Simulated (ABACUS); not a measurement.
Crystal: Ba2Tl5V3O12.

```
CELL_PARAMETERS angstrom
8.15421 0.00000 0.00000
-4.07711 7.06176 0.00000
0.00000 0.00000 6.92128
ATOMIC_POSITIONS crystal
Tl 0.50000 0.00000 0.50000
Tl 0.00000 0.50000 0.50000
Tl 0.50000 0.50000 0.50000
Tl 0.33333 0.66667 0.22489
Tl 0.66667 0.33333 0.77511
Ba 0.00000 0.00000 0.23552
Ba 0.00000 0.00000 0.76448
V 0.50000 0.00000 0.00000
V 0.00000 0.50000 0.00000
V 0.50000 0.50000 0.00000
O 0.33890 0.34334 0.81444
O 0.66110 0.65666 0.18556
O 0.65666 0.99556 0.81444
O 0.34334 0.00444 0.18556
O 0.00444 0.66110 0.81444
O 0.99556 0.33890 0.18556
O 0.34334 0.33890 0.18556
O 0.65666 0.66110 0.81444
O 0.99556 0.65666 0.18556
O 0.00444 0.34334 0.81444
O 0.66110 0.00444 0.18556
O 0.33890 0.99556 0.81444
```

The cell was built by a generator and needn't be a form met in nature.

Base run:

* Program: ABACUS 3.10.1
* Functional: BLYP
* Potentials or basis: SPMS ONCV 1.0 PBE
* Cutoff: 1143 eV
* Density cutoff: 4572 eV
* Basis: plane waves
* k mesh: 3 × 3 × 3
* Occupations: fermi-dirac, width 0.05 eV
* Spin: collinear spin, ferromagnetic start
* Starting moments: [0.0, 0.0, 0.0, 0.0, 0.0, 0.0, 0.0, 2.0, 2.0, 2.0, 0.0, 0.0, 0.0, 0.0, 0.0, 0.0, 0.0, 0.0, 0.0, 0.0, 0.0, 0.0] μB

Its results: band gap on the k mesh none (metal or under the smearing width); pressure 3.6 GPa; net moment 0.00 μB per cell; largest force 0.255 eV/Å.

Task: The run is repeated on the same cell with these changes: functional from BLYP to LDA; potentials or basis from SPMS ONCV 1.0 PBE to PseudoDojo NC SR 0.4.1 LDA stringent; cutoff from 1143 eV to 1252 eV; density cutoff from 4572 eV to 5007 eV; valence electrons from 196 to 236. What comes out?

Result: Band gap on the k mesh none (metal or under the smearing width); pressure -6.9 GPa; net moment 0.00 μB per cell; largest force 0.481 eV/Å.

Caveats: semilocal functionals often make such compounds metallic where correlation or magnetic order opens a gap, which also shifts bond lengths; there are fewer bands than atomic start orbitals, so a level may be missed at k points of high symmetry (some runs); the potentials were made for another functional, which shifts forces and pressure (some runs).

Not every run made on this cell is shown here.
